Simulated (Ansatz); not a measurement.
# InF₃: vertical ionisation energy

Aim: the vertical ionisation energy of InF₃, as cation minus neutral at the neutral's geometry, on several levels, and how well −ε(HOMO) stands in for it.

Computed with Ansatz 0.2.0, Gaussian basis. Level: unrestricted cation, the program's frozen cores in correlated methods.

Levels to be run: UKS PBE-D4/def2-TZVPP; UKS r2SCAN-D4/def2-TZVPP; UKS PBE0-D4/def2-TZVPP; UKS B3LYP-D4/def2-TZVPP; UKS wB97X-V/def2-TZVPP; UKS wB97M-V/def2-TZVPP; UKS B2PLYP/def2-TZVPP; UHF-CCSD(T)/def2-TZVPP; UHF-MP2/def2-QZVPP; extrapolation to the limit; then −ε(HOMO) from the neutral's earlier runs with LDA (SPW92), PBE-D4, revPBE-D4, BLYP-D4, r2SCAN-D4, B97M-V, PBE0-D4, B3LYP-D4, r2SCANh-D4, r2SCAN0-D4, HSE06-D4, BHLYP-D4, CAM-B3LYP-D4, LC-ωPBE, ωB97X-V, ωB97M-V.

## 1. The geometry

The geometry comes from an earlier relaxation with PBE0-D4 in a triple-zeta def2 set; it is a stationary point. In takes the def2 core potential; no spin-orbit term is included.

SMILES `[F][In]([F])[F]`, 4 atoms, charge 0, spin multiplicity 1.

Atoms are counted from 1 here; the program's logs count them from 0.

Bond lengths: F1–In2 1.918 Å, In2–F3 1.918 Å, In2–F4 1.918 Å. Angles: F1–In2–F3 120.0°, F1–In2–F4 120.0°, F3–In2–F4 120.0°.

## 2. Cation, UKS PBE-D4/def2-TZVPP

Input file in.yaml:

```yaml
crystal:
  periodic: [false, false, false]
  atoms:
    - {symbol: F, position_ang: [-1.305657, -0.375485, 1.339823]}
    - {symbol: In, position_ang: [0.013932, -0.015074, -0.005127]}
    - {symbol: F, position_ang: [1.768078, -0.777134, 0.143748]}
    - {symbol: F, position_ang: [-0.420952, 1.107392, -1.498744]}
basis:
  gaussian: {orbitals: def2-TZVPP}
total_charge: 1
magnetization: {spin_polarized: true, initial_magnetization: 1}
hamiltonian: {xc: pbe, dispersion: d4}
```

Further steps of the session: Cation, UKS r2SCAN-D4/def2-TZVPP; Cation, UKS PBE0-D4/def2-TZVPP; Cation, UKS B3LYP-D4/def2-TZVPP; Cation, UKS wB97X-V/def2-TZVPP; Cation, UKS wB97M-V/def2-TZVPP; Cation, UKS B2PLYP (frozen core)/def2-TZVPP; Cation, UHF-CCSD(T)/def2-TZVPP; Cation, UHF-MP2/def2-QZVPP.

**Question.** What will the summary of the whole plan be? Wanted: ionisation energy, CCSD(T)/CBS; nearest functional by difference; nearest −ε(HOMO); −ε(HOMO) of PBE; T1 of the cation.

**Answer**, as computed:

```
                        quantity               value
  ionisation energy, CCSD(T)/CBS            14.53 eV
nearest functional by difference   B2PLYP (-0.26 eV)
                nearest −ε(HOMO)  LC-ωPBE (-0.56 eV)
                 −ε(HOMO) of PBE             9.18 eV
                T1 of the cation               0.033
```

What this shows: By cation minus neutral, the functionals miss by 1.76 eV at most. −ε(HOMO) of PBE misses by 5.3 eV, since self-interaction lifts the level. Among orbital estimates LC-ωPBE comes nearest. Hartree-Fock falls 1.82 eV short, as the neutral has more correlation energy than the cation. The cation's T1 (from the report) is 0.033, near the customary mark of 0.045 for open shells, so the coupled-cluster value is less safe. Correlated methods include outer-core shells of In, which these sets cover unevenly. With outer-core shells in play the reference is unsure by up to some tenths of an eV, so close misses can't be ranked.
